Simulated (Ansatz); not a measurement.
# H₂SeO (SMILES O[SeH]): one structure at several levels

The task here is to estimate one member of a computed series from the others.

Computed with Ansatz 0.2.0, Gaussian basis. Level: single points in def2-TZVPP.

Correlated methods freeze the cores. Filled d shells of the heavier atoms are correlated.

## The system as given

SMILES `O[SeH]`, 4 atoms, charge 0, spin multiplicity 1.

Atoms are counted from 1 here; the program's logs count them from 0.

Bond lengths: O1–Se2 1.753 Å, O1–H3 0.958 Å, Se2–H4 1.480 Å. Angles: Se2–O1–H3 112.8°, O1–Se2–H4 102.9°.

Coordinates:

```tsv
atom	x (Å)	y (Å)	z (Å)
O1	-0.27110	-0.53310	0.70720
Se2	0.42420	0.91440	0.00430
H3	0.27390	-1.30960	0.57460
H4	-0.32850	1.06090	-1.26100
```

The first run:

File run/in.yaml:

```yaml
crystal:
  periodic: [false, false, false]
  atoms:
    - {symbol: O, position_ang: [-0.271100, -0.533100, 0.707200]}
    - {symbol: Se, position_ang: [0.424200, 0.914400, 0.004300]}
    - {symbol: H, position_ang: [0.273900, -1.309600, 0.574600]}
    - {symbol: H, position_ang: [-0.328500, 1.060900, -1.261000]}
basis:
  gaussian: {orbitals: def2-TZVPP}
correlation: {method: ccsd_t}
output: {forces: true}
```

The command line of these runs was not kept.

Steps of the session up to this table: CCSD(T)/def2-TZVPP; PBE0-D4/def2-TZVPP; wB97M-V/def2-TZVPP; r2SCAN-D4/def2-TZVPP; PBE-D4/def2-TZVPP; BHLYP-D4/def2-TZVPP; r2SCAN0-D4/def2-TZVPP.

One of the session's tables, all rows but one given; the rest of the session is left out.

| method | RMS force component (eV/Å) | angle to CCSD(T) forces (°) | dipole (D) |
| --- | --- | --- | --- |
| CCSD(T) | 0.670 | reference | 1.44 |
| PBE0-D4 | 0.572 | 6.9 | 1.44 |
| wB97M-V | 0.605 | 3.0 | 1.45 |
| r2SCAN-D4 | 0.677 | 7.0 | 1.43 |
| PBE-D4 | 0.857 | 17.9 | 1.39 |
| BHLYP-D4 | 0.509 | 24.4 | 1.49 |
| r2SCAN0-D4 | ? | ? | ? |

Q: Estimate the row for r2SCAN0-D4 from the others.

**Answer.** RMS force component (eV/Å): 0.501; angle to CCSD(T) forces (°): 12.4; dipole (D): 1.47. In the column «RMS force component (eV/Å)» it is the lowest.
